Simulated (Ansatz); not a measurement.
I need cell relaxations under several functionals of Li2Pt, space group P6/mmm. Use Ansatz's Python interface. Use (first run): r2SCAN, PAW, cutoff 500 eV, 8×8×11 k-points, Gaussian smearing of 0.05 eV.

```
CELL_PARAMETERS angstrom
4.18600 0.00000 0.00000
-2.09300 3.62518 0.00000
0.00000 0.00000 2.66100
ATOMIC_POSITIONS crystal
Li 0.33333 0.66667 0.50000
Li 0.66667 0.33333 0.50000
Pt 0.00000 0.00000 0.00000
```

Script `lattice_li2pt.py`:
```python
# -*- coding: utf-8 -*-
import ansatz as az
import numpy as np

def edges_and_angles(cell):
    cell = np.asarray(cell)
    a, b, c = np.linalg.norm(cell, axis=1)
    cosines = cell[1] @ cell[2] / (b * c), cell[0] @ cell[2] / (a * c), cell[0] @ cell[1] / (a * b)
    return (a, b, c, *np.degrees(np.arccos(cosines)))


def main():
    vectors = np.array([
        [4.186, 0.0, 0.0],
        [-2.093, 3.625182, 0.0],
        [0.0, 0.0, 2.661],
    ])
    structure = (
        az.Lattice.of(vectors)
        .atom("Li", (1 / 3, 2 / 3, 0.5))
        .atom("Li", (2 / 3, 1 / 3, 0.5))
        .atom("Pt", (0.0, 0.0, 0.0))
    )

    base = (
        structure.calculation()
        .basis(500)
        .kpoints(8, 8, 11)
        .occupations(az.OccupationsMethod.GAUSSIAN, width=0.05)
        .relax(cell=True, force_tolerance=0.05)
    )

    levels = [("r2scan", "none"), ("blyp", "d3bj"), ("pbesol", "none")]
    print("level            a       b       c    alpha   beta  gamma  V/atom  steps")
    for name, dispersion in levels:
        seen = []
        run = base.functional(name, dispersion=dispersion).session().plan()
        res = run.execute(on_event=lambda e: seen.append(e) if e["event"] == "relax_step" else None)
        cell = res.lattice.cell_ang
        label = name if dispersion == "none" else f"{name}+{dispersion}"
        print("{:13s} {:7.4f} {:7.4f} {:7.4f} {:6.2f} {:6.2f} {:6.2f}".format(label, *edges_and_angles(cell)), f"{abs(np.linalg.det(cell)) / len(res.lattice.sites):7.3f} {len(seen):5d}")


if __name__ == "__main__":
    main()
```

```console
$ python lattice_li2pt.py
level            a       b       c    alpha   beta  gamma  V/atom  steps
r2scan         4.1860  4.1860  2.6434  90.00  90.00 120.00  13.371     5
blyp+d3bj      3.9448  3.9448  2.6338  90.00  90.00 120.00  11.832     6
pbesol         4.1702  4.1702  2.6308  90.00  90.00 120.00  13.207     5
```

From smallest to largest: BLYP+D3BJ (11.83 Å³ an atom, -12.1 % against the start), PBEsol (13.21 Å³ an atom, -1.9 % against the start) and r2SCAN (13.37 Å³ an atom, -0.7 % against the start). The spread is 13.0 % in volume.

Reading the output:
- Forces vanish by symmetry, so the ions can't move, and the end may be a saddle.
- BLYP and dispersion corrections can be off by several per cent in the lattices of metals, and by several GPa in the pressure at a fixed cell.
- For a metal this k-point mesh is coarse: on a finer one energies can move by several to tens of meV an atom and pressures by half a GPa or more, differences at one mesh by less.
- Spin-orbit coupling, which matters for elements this heavy, is left out.
- The starting cell is as deposited in a crystallographic database; the results hold for this polymorph, which needn't be the stable one.
- Hardware and time: 39 s on 1 thread of Arm Neoverse V2, with other jobs on the host, peak memory 0.51 GiB.
